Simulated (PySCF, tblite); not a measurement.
# C7H11ClSi2: geometry, infrared bands and NMR shifts

Aim: predict the infrared bands and NMR shifts of C7H11ClSi2 (`C=C(C)[Si@H]1C=C[SiH2]C(Cl)=C1`).

The runs use tblite 0.8.0 and PySCF 2.14.0, with density-fitted response routines of our own; the level of theory stands in each step. All values are computed, except where a source is named. Atoms are numbered from 0 throughout.

### 1 The molecule as given

21 atoms, charge 0, multiplicity 1; geometry from: force field or distance geometry start.

Bonds of the start (Å): C0–C1 1.32, C1–C2 1.49, C1–Si3 1.84, Si3–C4 1.84, C4–C5 1.34, C5–Si6 1.86, Si6–C7 1.86, C7–Cl8 1.75, C7–C9 1.34, C9–Si3 1.87, C0–H10 1.08, C0–H11 1.08, C2–H12 1.12, C2–H13 1.10, C2–H14 1.11, Si3–H15 1.45, C4–H16 1.11, C5–H17 1.10, Si6–H18 1.48, Si6–H19 1.45, C9–H20 1.09.

### 2 Geometry optimisation with GFN2-xTB

What the job is given:

```
{"job": {"kind": "relax", "xc": "GFN2-xTB", "basis": "xTB"}, "charge": 0, "multiplicity": 1}
C     -2.469700    -1.790000    -0.522600
C     -1.803200    -0.699900    -0.187100
C     -2.433100     0.549700     0.310800
Si     0.037400    -0.697000    -0.294600
C      0.508700     0.850100    -1.170100
C      1.722300     1.391200    -0.975200
Si     2.915400     0.571900     0.196600
C      1.890700     0.026200     1.655700
Cl     2.470900     0.188800     3.298300
C      0.679200    -0.511300     1.453500
H     -3.544600    -1.788400    -0.460200
H     -1.942600    -2.666000    -0.862900
H     -3.087300     0.375300     1.207300
H     -1.681100     1.330900     0.519200
H     -3.082000     0.953700    -0.495400
H      0.530900    -1.903900    -0.927900
H     -0.203200     1.332700    -1.867200
H      2.006800     2.310600    -1.501600
H      3.855200     1.603400     0.683600
H      3.571500    -0.575900    -0.394600
H      0.048700    -0.835400     2.275000
```

On the command line:

```sh
OMP_NUM_THREADS=1 python probes_run.py task.json out
```

One launch serves the whole session: the jobs run in the order shown.

**Question.** This job is followed by: GFN2-xTB harmonic vibrations, gas phase; GIAO PBE0/pcSseg-1 NMR shielding, non-relativistic, gas phase. Predict these results of the whole session: strongest single infrared mode (GFN2-xTB); zero-point energy (GFN2-xTB); 13C shifts against TMS (PBE0/pcSseg-1); 1H shifts against TMS (PBE0/pcSseg-1, means over atoms taken as alike); 29Si shifts against TMS (PBE0/pcSseg-1); 35Cl shifts against HCl (PBE0/pcSseg-1).

As calculated:

| quantity | value |
| --- | --- |
| strongest single infrared mode (GFN2-xTB) | 2190 cm⁻¹, 318 km/mol |
| zero-point energy (GFN2-xTB) | 93.0 kcal/mol |
| 13C shifts against TMS (PBE0/pcSseg-1) | 157.7, 157.0, 152.6, 152.5, 147.1, 135.5, 24.6 ppm |
| 1H shifts against TMS (PBE0/pcSseg-1, means over atoms taken as alike) | 7.46, 7.31, 7.17, 6.07, 5.79, 4.96, 4.66, 4.62, 1.90 ppm |
| 29Si shifts against TMS (PBE0/pcSseg-1) | -39.6, -66.6 ppm |
| 35Cl shifts against HCl (PBE0/pcSseg-1) | 340 ppm |

In words: Relaxing lowered the energy by 0.385 eV in 195 steps; the close pair that moved most is C1–Si3, from 1.844 to 1.898 Å. No mode is imaginary among the 57: a minimum at this level. The strongest single mode, at 2190 cm⁻¹, moves mainly H15. GFN2-xTB is a fitted tight-binding method: band positions and strengths are rough. Its intensities can rank the bands wrongly. At PBE0/pcSseg-1: The widest tensor belongs to Cl8: span 596 ppm, with a paramagnetic part of -535 ppm.
